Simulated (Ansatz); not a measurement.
**C2H7Ga (SMILES [CH3][GaH][CH3]): PBE0/def2-SVP**

Aim: the electronic atomisation energy of C2H7Ga at PBE0/def2-SVP, from 4 runs. 

The results are computed with Ansatz 0.2.0.

47 further runs of the same task are left out: 1 that didn't finish, 46 set aside as unsound or not needed.

## Step 1: The molecule

C2H7Ga has 10 atoms, charge 0, and is taken as a singlet. SMILES: `[CH3][GaH][CH3]`. The coordinates come from a PBE0-D4/def2-TZVP relaxation.

Bond lengths: C1–Ga2 1.971 Å, Ga2–C3 1.971 Å, C1–H4 1.096 Å, C1–H5 1.091 Å, C1–H6 1.092 Å, Ga2–H7 1.579 Å, C3–H8 1.096 Å, C3–H9 1.091 Å, C3–H10 1.092 Å. Some angles: C1–Ga2–C3 120.1°, C1–Ga2–H7 120.0°, C3–Ga2–H7 119.9°, Ga2–C1–H4 109.0°, Ga2–C1–H5 112.5°, Ga2–C1–H6 111.5°, Ga2–C3–H8 109.0°, Ga2–C3–H9 112.5°, Ga2–C3–H10 111.5°, H4–C1–H5 107.5°.

## Step 2: The energy at PBE0/def2-SVP

The input, in.yaml:

```yaml
basis:
  gaussian: {orbitals: def2-SVP}
crystal:
  periodic: [false, false, false]
  atoms:
    - {symbol: C, position_ang: [-1.063400, 1.142800, -0.711800]}
    - {symbol: Ga, position_ang: [0.649000, 0.266100, -0.281300]}
    - {symbol: C, position_ang: [0.681500, -1.321500, 0.886900]}
    - {symbol: H, position_ang: [-1.533700, 0.614200, -1.548200]}
    - {symbol: H, position_ang: [-0.935400, 2.183800, -1.011500]}
    - {symbol: H, position_ang: [-1.759700, 1.095200, 0.128600]}
    - {symbol: H, position_ang: [1.997300, 0.836500, -0.872600]}
    - {symbol: H, position_ang: [0.687700, -0.994000, 1.932300]}
    - {symbol: H, position_ang: [1.569300, -1.935900, 0.730500]}
    - {symbol: H, position_ang: [-0.209600, -1.938300, 0.750100]}
hamiltonian: {xc: pbe0}
accuracy: high
output: {orbitals: {seedname: orbitals}}
```

Launch:

```sh
$ ansatz run in.yaml --threads 1 --pin off --max-ram 3480MiB --events-out events.jsonl --progress --plain --runs-dir runs
```

Output:

```text
Warning: RAYON_NUM_THREADS=1 ignored (pool sized by the plan → 1); use --threads N
Functional definition: PBE0
  name "PBE0"
  parameter a = 0.25
  parameter kappa = 0.804
  parameter beta = 0.06672455060314922
  exchange = (1 - a)*pbe_x(kappa = kappa, mu = beta*pi^2/3) + a*exact_x
  correlation = pbe_c(beta = beta)
2192 factors; integrals over basis functions are off by at most 7.9e-9 eV
mean field evaluation 1: about -54539.0636 eV, gradient 6.2e1 eV
mean field evaluation 2: about -54535.3285 eV, gradient 7.1e1 eV
mean field evaluation 4: about -54548.0068 eV, gradient 2.1e0 eV
mean field evaluation 8: about -54548.1423 eV, gradient 7.5e-2 eV
mean field evaluation 16: about -54548.1423 eV, gradient 5.0e-6 eV
mean field -54548.14231169 eV, -2004.6072558957 hartree, gradient 3.3e-8 eV, S^2 0.000000; 0 other end points of the search recorded, 0 dependent functions left out
reference -54548.14231448 eV, -2004.6072559983 hartree; 25, 25 occupied and 70, 70 virtual orbitals, 2192 factors
Total energy: -54548.14231448 eV, -2004.6072559983 hartree
```

It took 9 s on 1 thread of Arm Neoverse V1, shared host; peak memory 0.34 GiB.

## Step 3: The C atom at the same level

The input, in.yaml:

```yaml
crystal:
  periodic: [false, false, false]
  atoms:
    - {symbol: C, position_ang: [0.000000, 0.000000, 0.000000]}
basis:
  gaussian: {orbitals: def2-SVP}
magnetization: {spin_polarized: true, initial_magnetization: 2}
hamiltonian: {xc: pbe0}
accuracy: high
```

Launch:

```sh
$ ansatz run in.yaml --threads 1 --pin off --max-ram 3480MiB --events-out events.jsonl --progress --plain --runs-dir runs
```

Output:

```text
Warning: RAYON_NUM_THREADS=1 ignored (pool sized by the plan → 1); use --threads N
Functional definition: PBE0
  name "PBE0"
  parameter a = 0.25
  parameter kappa = 0.804
  parameter beta = 0.06672455060314922
  exchange = (1 - a)*pbe_x(kappa = kappa, mu = beta*pi^2/3) + a*exact_x
  correlation = pbe_c(beta = beta)
95 factors; integrals over basis functions are off by at most 1.9e-9 eV
mean field evaluation 1: about -1027.4469 eV, gradient 3.5e0 eV
mean field evaluation 2: about -1027.5152 eV, gradient 8.1e-1 eV
mean field evaluation 4: about -1027.5196 eV, gradient 2.5e-1 eV
mean field evaluation 8: about -1027.5200 eV, gradient 2.8e-5 eV
mean field -1027.52000482 eV, -37.7606636989 hartree, gradient 3.8e-8 eV, S^2 2.002432; 0 other end points of the search recorded, 0 dependent functions left out
reference -1027.52000597 eV, -37.7606637411 hartree; 4, 2 occupied and 10, 12 virtual orbitals, 95 factors
Total energy: -1027.52000597 eV, -37.7606637411 hartree
```

It took 0.3 s on 1 thread of Arm Neoverse V1, shared host.

## Step 4: The Ga atom

The input, run.yaml:

```yaml
crystal:
  periodic: [false, false, false]
  atoms:
    - {symbol: Ga, position_ang: [0.000000, 0.000000, 0.000000]}
basis:
  gaussian:
    orbitals: def2-SVP
magnetization:
  spin_polarized: true
  initial_magnetization: 1
hamiltonian:
  xc: {name: PBE0}
accuracy: high
```

Launch:

```sh
$ ansatz run run.yaml --threads 1 --pin off --max-ram 3480MiB --events-out events.jsonl --progress --plain --runs-dir runs
```

Output:

```text
Warning: RAYON_NUM_THREADS=1 ignored (pool sized by the plan → 1); use --threads N
Functional definition: PBE0
  name "PBE0"
  parameter a = 0.25
  parameter kappa = 0.804
  parameter beta = 0.06672455060314922
  exchange = (1 - a)*pbe_x(kappa = kappa, mu = beta*pi^2/3) + a*exact_x
  correlation = pbe_c(beta = beta)
315 factors; integrals over basis functions are off by at most 3.9e-9 eV
mean field evaluation 1: about -52362.9170 eV, gradient 6.7e0 eV
mean field evaluation 2: about -52362.9211 eV, gradient 7.4e0 eV
mean field evaluation 4: about -52363.0195 eV, gradient 3.5e-1 eV
mean field evaluation 8: about -52363.0207 eV, gradient 3.7e-3 eV
mean field evaluation 16: about -52363.0207 eV, gradient 3.4e-8 eV
mean field -52363.02067276 eV, -1924.3055167938 hartree, gradient 5.3e-9 eV, S^2 0.753056; 0 other end points of the search recorded, 0 dependent functions left out
reference -52363.02067425 eV, -1924.3055168484 hartree; 16, 15 occupied and 16, 17 virtual orbitals, 315 factors
Total energy: -52363.02067425 eV, -1924.3055168484 hartree
```

It took 1.4 s on 1 thread of Arm Neoverse V1, shared host; peak memory 0.097 GiB.

## Step 5: The H atom, same level

The input, input.yaml:

```yaml
crystal:
  periodic: [false, false, false]
  atoms:
    - {symbol: H, position_ang: [0.000000, 0.000000, 0.000000]}
basis:
  gaussian: {orbitals: def2-SVP}
magnetization: {spin_polarized: true, initial_magnetization: 1}
hamiltonian: {xc: pbe0}
accuracy: high
```

Run the same way, it converges to -0.50029 Eh (log not shown).

## Step 6: What came out

Level: PBE0/def2-SVP.

```
                     quantity           value
       molecule: total energy  -2004.60726 Eh
        molecule: HOMO energy        -7.63 eV
        molecule: LUMO energy        -0.90 eV
      molecule: HOMO–LUMO gap         6.73 eV
         C atom: total energy    -37.76066 Eh
                 C atom: ⟨S²⟩           2.002
        Ga atom: total energy  -1924.30552 Eh
                Ga atom: ⟨S²⟩           0.753
         H atom: total energy     -0.50029 Eh
                 H atom: ⟨S²⟩           0.750
electronic atomisation energy       34.786 eV
```

What this shows: Taking the molecule apart into free atoms costs 34.79 eV (802 kcal/mol), before zero-point energy and without spin-orbit coupling.
